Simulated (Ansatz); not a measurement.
# CH7ClSi: a reaction path by the nudged elastic band

What path joins these two structures, and how high does it climb? Both ends were relaxed at PBE0-D4 in triple zeta.

The runs use Ansatz 0.2.0, Gaussian basis; PBE0-D4/def2-SVP.

23 further runs of the same task are left out: 1 that didn't finish, 22 set aside as unsound or not needed.

## (1) Starting geometry

The first end: 10 atoms, charge 0, spin multiplicity 1.

Atoms are counted from 1 here; the program's logs count them from 0.

Bond lengths: Si1–C2 1.856 Å, Si1–H3 1.483 Å, Si1–H4 1.483 Å, Si1–Cl5 2.064 Å, C2–H8 1.094 Å, C2–H9 1.092 Å, C2–H10 1.092 Å, H6–H7 0.747 Å. Angles: C2–Si1–H3 111.6°, C2–Si1–H4 111.6°, C2–Si1–Cl5 109.7°, H3–Si1–H4 109.5°, H3–Si1–Cl5 107.1°, H4–Si1–Cl5 107.1°, Si1–C2–H8 109.9°, Si1–C2–H9 110.8°, Si1–C2–H10 110.8°, H8–C2–H9 108.4°, H8–C2–H10 108.4°, H9–C2–H10 108.4°.

Coordinates:

```mol
CH7ClSi
  3D, bonds by distance, orders not assigned

 10  8  0  0  0  0  0  0  0  0999 V2000
   -0.1080    1.3284    0.4153 Si  0  0
    0.7060   -0.3152    0.7021 C   0  0
   -0.9667    1.7194    1.5596 H   0  0
    0.8903    2.3947    0.1582 H   0  0
   -1.3249    1.2228   -1.2482 Cl  0  0
   -0.8372   -2.5611   -1.9709 H   0  0
   -0.9882   -1.8322   -1.9111 H   0  0
    1.3553   -0.2601    1.5804 H   0  0
    1.3134   -0.6029   -0.1584 H   0  0
   -0.0401   -1.0937    0.8729 H   0  0
  1  2  8  0
  1  3  8  0
  1  4  8  0
  1  5  8  0
  2  8  8  0
  2  9  8  0
  2 10  8  0
  6  7  8  0
M  END
```

The second end:

```xyz
10
CH7ClSi
Si   -1.1253    1.1600   -0.7486
C     1.2086   -1.2450    0.7988
H    -1.5077    0.8943    0.6564
H     0.2317    1.7479   -0.8164
Cl   -2.4568    2.5122   -1.5371
H     1.0123   -1.4626   -0.2513
H    -1.1936   -0.0825   -1.5506
H     1.5830   -0.2263    0.8990
H     1.9574   -1.9415    1.1750
H     0.2902   -1.3565    1.3749
```

## (2) The band at PBE0-D4/def2-SVP

File neb/in.yaml:

```yaml
crystal:
  periodic: [false, false, false]
  atoms:
    - {symbol: Si, position_ang: [-0.108032, 1.328409, 0.415294]}
    - {symbol: C, position_ang: [0.705997, -0.315220, 0.702055]}
    - {symbol: H, position_ang: [-0.966731, 1.719397, 1.559624]}
    - {symbol: H, position_ang: [0.890348, 2.394675, 0.158196]}
    - {symbol: Cl, position_ang: [-1.324883, 1.222763, -1.248175]}
    - {symbol: H, position_ang: [-0.837204, -2.561123, -1.970874]}
    - {symbol: H, position_ang: [-0.988239, -1.832183, -1.911069]}
    - {symbol: H, position_ang: [1.355269, -0.260126, 1.580395]}
    - {symbol: H, position_ang: [1.313376, -0.602902, -0.158361]}
    - {symbol: H, position_ang: [-0.040102, -1.093690, 0.872914]}
basis:
  gaussian: {orbitals: def2-SVP}
hamiltonian: {xc: pbe0, dispersion: d4}
neb:
  images: 5
  climbing: true
  max_iterations: 40
  initial_path: idpp
  final_atoms:
    - {symbol: Si, position_ang: [-1.125293, 1.159979, -0.748606]}
    - {symbol: C, position_ang: [1.208620, -1.245010, 0.798779]}
    - {symbol: H, position_ang: [-1.507721, 0.894316, 0.656427]}
    - {symbol: H, position_ang: [0.231682, 1.747868, -0.816417]}
    - {symbol: Cl, position_ang: [-2.456806, 2.512182, -1.537147]}
    - {symbol: H, position_ang: [1.012311, -1.462572, -0.251319]}
    - {symbol: H, position_ang: [-1.193569, -0.082527, -1.550635]}
    - {symbol: H, position_ang: [1.582998, -0.226280, 0.899047]}
    - {symbol: H, position_ang: [1.957422, -1.941478, 1.175003]}
    - {symbol: H, position_ang: [0.290156, -1.356478, 1.374872]}
```

Started as:

```
$ ansatz run in.yaml --threads 4 --pin off --events-out ev --progress --plain --max-ram 9574MiB
```

Log, cut to the lines that bear on the results:

```text
Functional definition: PBE0
  name "PBE0"
  cite "Adamo & Barone, J. Chem. Phys. 110, 6158 (1999) doi:10.1063/1.478522"
  cite "Perdew, Burke & Ernzerhof, Phys. Rev. Lett. 77, 3865 (1996) doi:10.1103/PhysRevLett.77.3865"
  parent pbe
[...]
890 factors; integrals over basis functions are off by at most 4.0e-4 eV
[...]
mean field -21536.00619924 eV, -791.4336301928 hartree, gradient 2.6e-5 eV, S^2 0.000000; 0 other end points of the search recorded, 0 dependent functions left out
[...]
reference -21536.00622607 eV, -791.4336311787 hartree; 22, 22 occupied and 63, 63 virtual orbitals, 890 factors
[... from here to the last solve, the lines of the solves are left out (155 solves) ...]
WARN: NEB end point (image 0): max|allowed force component| = 5.409e-1 eV/Å (the criterion of neb.relax_end_points is 1.000e-2). That is over neb.f_tol: it is no minimum, so the barrier can be far off. Relax it first
WARN: NEB end point (image 6): max|allowed force component| = 2.835e-1 eV/Å (the criterion of neb.relax_end_points is 1.000e-2). That is over neb.f_tol: it is no minimum, so the barrier can be far off. Relax it first
NEB iter   1: max|band force component| = 4.681e0 eV/Å  barrier→ = 7.9659 eV  barrier← = 8.1940 eV  Δτ_max = 0.2000 Å  (171 SCF iters)
[...]
NEB iter   6: max|band force component| = 2.523e0 eV/Å  barrier→ = 2.5736 eV  barrier← = 2.8016 eV  Δτ_max = 0.0999 Å  (128 SCF iters)
[...]
NEB iter  11: max|band force component| = 7.684e-1 eV/Å  barrier→ = 2.1728 eV  barrier← = 2.4009 eV  CI = image 3  Δτ_max = 0.2000 Å  (118 SCF iters)
[...]
NEB iter  16: max|band force component| = 6.841e-1 eV/Å  barrier→ = 2.8274 eV  barrier← = 3.0554 eV  CI = image 3  Δτ_max = 0.1470 Å  (119 SCF iters)
[...]
NEB iter  21: max|band force component| = 1.082e-1 eV/Å  barrier→ = 2.8426 eV  barrier← = 3.0707 eV  CI = image 3  Δτ_max = 0.0180 Å  (108 SCF iters)
NEB iter  22: max|band force component| = 7.154e-2 eV/Å  barrier→ = 2.8418 eV  barrier← = 3.0699 eV  CI = image 3  Δτ_max = 0.0251 Å  (112 SCF iters)
[...]
NEB iter  23: max|band force component| = 3.950e-2 eV/Å  barrier→ = 2.8413 eV  barrier← = 3.0693 eV  CI = image 3  CI's point: of a kind that is not told: the force calls were inconclusive, a negative curvature could not be distinguished from the path's own, the only one lies far off the [...]
Total energy: -21533.30902117 eV, -791.3345107268 hartree
Atom 0 at    -0.460340     0.788703    -0.161706 Å, force     0.012975    -0.022952    -0.006102 eV/Å
Atom 1 at     0.739966    -0.823212     0.553155 Å, force     0.010741     0.017782    -0.032860 eV/Å
Atom 2 at    -1.177100     0.760264     1.139391 Å, force     0.001925     0.001806     0.000435 eV/Å
Atom 3 at     0.757941     1.566556    -0.490131 Å, force    -0.000801     0.001001     0.003961 eV/Å
Atom 4 at    -1.917738     1.929512    -1.242841 Å, force    -0.005636     0.004508    -0.004705 eV/Å
Atom 5 at    -0.143188    -0.703514    -0.703476 Å, force    -0.009666     0.001445     0.004092 eV/Å
Atom 6 at    -0.762664    -0.368161    -1.390477 Å, force     0.001255     0.004938     0.005420 eV/Å
Atom 7 at     1.262385    -0.248930     1.335118 Å, force    -0.006474    -0.008191     0.013503 eV/Å
Atom 8 at     1.523030    -1.269146    -0.086310 Å, force    -0.007866     0.002625     0.006703 eV/Å
Atom 9 at     0.177507    -1.632072     1.047277 Å, force     0.003546    -0.002962     0.009552 eV/Å
Dipole moment:     0.366955    -0.422829     0.196534 e Å
```

Wall time 6.6 min (4 threads of Intel Xeon at 2.50GHz, shared host).

The last band:

```csv
image,path (Å),energy (kJ/mol),Si1–H7 (Å),C2–H6 (Å),Si1–C2 (Å),H6–H7 (Å)
0,0.00,0.0,4.02,3.82,1.86,0.75
1,1.29,6.7,3.28,2.94,1.87,0.76
2,2.58,81.5,2.57,2.15,1.90,0.76
3,3.88,274.1,1.71,1.54,2.13,0.98
4,4.98,16.0,1.49,1.10,2.84,1.70
5,6.08,-21.8,1.49,1.10,3.49,2.41
6,7.18,-22.0,1.48,1.09,3.69,2.91
```

The highest image, 3:

```
Si   -0.4603    0.7887   -0.1617
C     0.7400   -0.8232    0.5532
H    -1.1771    0.7603    1.1394
H     0.7579    1.5666   -0.4901
Cl   -1.9177    1.9295   -1.2428
H    -0.1432   -0.7035   -0.7035
H    -0.7627   -0.3682   -1.3905
H     1.2624   -0.2489    1.3351
H     1.5230   -1.2691   -0.0863
H     0.1775   -1.6321    1.0473
```

## (3) Results

```
                                                                       quantity                                                  value
                                                PBE0-D4/def2-SVP, 23 iterations  highest 274.1 kJ/mol (image 3), last end -22.0 kJ/mol
from earlier runs: barrier over the separately found saddle, CCSD(T)/def2-TZVPP                                           297.8 kJ/mol
```

The highest image lies 274.1 kJ/mol above the first end, and it climbed, so it estimates the saddle. The ends are not quite minima at this level (largest force component 0.54 eV/Å), so the heights are unreliable: relaxing the first end would lower it and raise the barrier above it. The highest image is 23.6 kJ/mol below the CCSD(T) barrier in triple zeta, which comes from separate runs on the saddle.
